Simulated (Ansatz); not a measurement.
# GeH5O (doublet): the correlation ladder at distance Ge1–H5 along a hydrogen transfer = 2.046 Å, cc-pVDZ

One table from this session's results is given with a row withheld; the runs are named, their logs left out.

Method: cc-pVDZ, core rule «outside noble gas», up to 15 orbitals frozen; program: Ansatz 0.2.0, Gaussian basis.

To be run: UHF; CCSD(T) on ROHF; CCSD(T) on UHF; BCCD(T) on ROHF; CISD; CCSDT(Q) on ROHF; CCSDT(Q) on UHF; CASSCF and MRCISD+Q, 3 electrons in 3 orbitals; CASSCF and NEVPT2, 3 electrons in 3 orbitals.

### The geometry

The geometry derives from fragments relaxed apart (PBE0/def2-TZVP) and kept rigid, so it is no stationary point. A hydrogen atom is moved between rigid fragments. No spin-orbit coupling is included. The filled d shell of Ge may be among the frozen orbitals whatever the setting's name suggests; the logs give the count.

7 atoms, charge 0, spin multiplicity 2.

Atoms are counted from 1 here; the program's logs count them from 0.

Bond lengths: Ge1–H2 1.534 Å, Ge1–H3 1.534 Å, Ge1–H4 1.534 Å, H5–O6 1.194 Å, O6–H7 0.973 Å. Angles: H2–Ge1–H3 109.5°, H2–Ge1–H4 109.5°, H3–Ge1–H4 109.5°, H5–O6–H7 105.0°.

The first run:

Input file in.yaml:

```yaml
crystal:
  periodic: [false, false, false]
  atoms:
    - {symbol: Ge, position_ang: [-0.596433, 0.010113, 0.000000]}
    - {symbol: H, position_ang: [-1.107884, 1.456713, 0.000001]}
    - {symbol: H, position_ang: [-1.107883, -0.713187, 1.252791]}
    - {symbol: H, position_ang: [-1.107883, -0.713186, -1.252792]}
    - {symbol: H, position_ang: [1.449567, 0.010113, 0.000000]}
    - {symbol: O, position_ang: [2.643567, 0.010113, 0.000000]}
    - {symbol: H, position_ang: [2.895425, -0.929837, -0.000001]}
basis:
  gaussian: {orbitals: cc-pVDZ}
magnetization: {spin_polarized: true, initial_magnetization: 1}
hamiltonian: {xc: hf}
output: {orbitals: {seedname: orbitals}}
```

Launch:

```console
> ansatz run in.yaml --threads 1 --pin off --events-out ev --progress --plain --max-ram 4096MiB --backend cpu
```

Steps of the session up to this table: UHF; CCSD(T) on ROHF; CCSD(T) on UHF; BCCD(T) on ROHF; CISD; CCSDT(Q) on ROHF; CCSDT(Q) on UHF; CASSCF and MRCISD+Q, 3 electrons in 3 orbitals; CASSCF and NEVPT2, 3 electrons in 3 orbitals.

One of the session's tables, all rows but one given; the rest of the session is left out.

It belongs to the step «Misses and costs». 

| method | from UCCSDT(Q) (kJ/mol) |
| --- | --- |
| ROHF | +929.0 |
| UHF | ? |
| RMP2 | +112.0 |
| UMP2 | +118.8 |
| CISD | +107.8 |
| RCCSD | +22.8 |
| UCCSD | +22.1 |
| RCCSD(T) | +4.6 |
| UCCSD(T) | +4.4 |
| BCCD(T) | +4.6 |
| RCCSDT | +2.3 |
| UCCSDT | +2.0 |
| RCCSDT(Q) | +0.3 |
| UCCSDT(Q) | 0 |
| CASSCF pair | +848.4 |
| NEVPT2 pair | +110.2 |
| MRCISD pair | +91.3 |
| MRCISD+Q pair | +14.0 |

**Question.** Estimate the row for UHF.

As computed: from UCCSDT(Q) (kJ/mol): +914.0. In the column «from UCCSDT(Q) (kJ/mol)» it lies between CASSCF pair (+848.4) and ROHF (+929.0).

Caveats from the session: Restricted and unrestricted rows rest on different reference determinants; where their highest levels disagree by more than a few hundredths of an eV, they describe different states and don't form one ladder.
